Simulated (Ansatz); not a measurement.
A nudged elastic band was laid between two geometries of a periodic cell of 17 atoms, W8C8F (surface WC(001), adsorbate F).

The calculation used Ansatz, DFT PBEsol, scalar-relativistic, plane waves, PAW. Settings: PAW set soft_1, cutoff 420 eV, k mesh 4x4x1, gaussian smearing 0.15 eV, no spin polarisation.

```yaml
movable_images: 5
climbing_image: yes
spring: 1.0 eV/Å²
optimiser: quadratic models (default)
start_path: IDPP
force_threshold: 0.03 eV/Å
iteration_limit: 41
end_points: relaxed
atoms_held: 1, 5, 9, 13
```

Initial state:

```xyz
17
Lattice="5.7877 0.0000 0.0000 -2.8939 5.0123 0.0000 0.0000 0.0000 17.2448" Properties=species:S:1:pos:R:3
W 0.000 0.000 1.000
C 1.447 0.837 2.307
W 0.008 -0.002 3.829
C 1.447 0.821 4.945
W -1.447 2.506 1.000
C 0.001 3.342 2.306
W -1.447 2.518 3.828
C -0.015 3.353 4.945
W 2.894 0.000 1.000
C 4.341 0.836 2.336
W 2.886 -0.002 3.829
C 4.340 0.840 5.085
W 1.447 2.506 1.000
C 2.893 3.342 2.306
W 1.447 2.508 3.838
C 2.909 3.353 4.945
F -1.448 0.846 6.406
```

Final state:

Only the atoms that move by more than 0.05 Å are listed.
```
C12 4.355 0.847 4.945
C16 2.893 3.346 5.085
F17 -2.895 3.352 6.406
```

**Question.** What changes between the two ends?

**Answer.** Contacts lost: C12–F17. Contacts made: C16–F17. The atom that moves furthest is F17, by 2.89 Å.

**Question.** Give the energies along the band, and the barrier.

**Answer.** It converged. The highest image is number 3 of 0 to 6, 2.55 eV above the ends, which have the same energy within 2 meV. Neighbouring images differ by up to 1.5 eV, so the band resolves the path poorly. By the program's own check the climbing image is of a kind that is not told: the force calls were inconclusive, a negative curvature could not be distinguished from the path's own, the only one lies far off the path, or fixed occupations may fill a level only in part (lowest curvatures found: -17.72 and 1.45 eV/Å²). Limits of this set-up: coarse k mesh, thin slab, slab without dipole correction, odd electron count without spin, PAW files made for another functional.

```tsv
image	path coordinate (Å)	energy (eV)	C12–F17 (Å)	C16–F17 (Å)
0	0.00	0.00	1.32	3.24
1	0.52	0.23	1.33	2.85
2	1.03	1.11	1.41	2.35
3	1.55	2.55	1.86	1.86
4	2.08	1.09	2.36	1.40
5	2.60	0.21	2.86	1.33
6	3.13	0.00	3.24	1.32
```

**Question.** What is the geometry of the highest image?

**Answer.** 
```xyz
17
Lattice="5.7877 0.0000 0.0000 -2.8939 5.0123 0.0000 0.0000 0.0000 17.2448" Properties=species:S:1:pos:R:3
W 0.000 0.000 1.000
C 1.429 0.825 2.333
W -0.006 -0.003 3.903
C 1.457 0.842 4.980
W -1.447 2.506 1.000
C 0.015 3.350 2.273
W -1.425 2.519 3.762
C -0.026 3.327 4.913
W 2.894 0.000 1.000
C 4.350 0.827 2.322
W 2.881 0.003 3.831
C 4.243 0.934 5.004
W 1.447 2.506 1.000
C 2.891 3.354 2.321
W 1.443 2.494 3.831
C 2.929 3.210 5.003
F -2.191 2.078 6.323
```

Run time: 13 min on 4 threads of Intel(R) Xeon(R) Platinum 8259CL CPU @ 2.50GHz (Skylake/Cascade Lake), with other jobs on the host, peak memory 2.9 GiB.
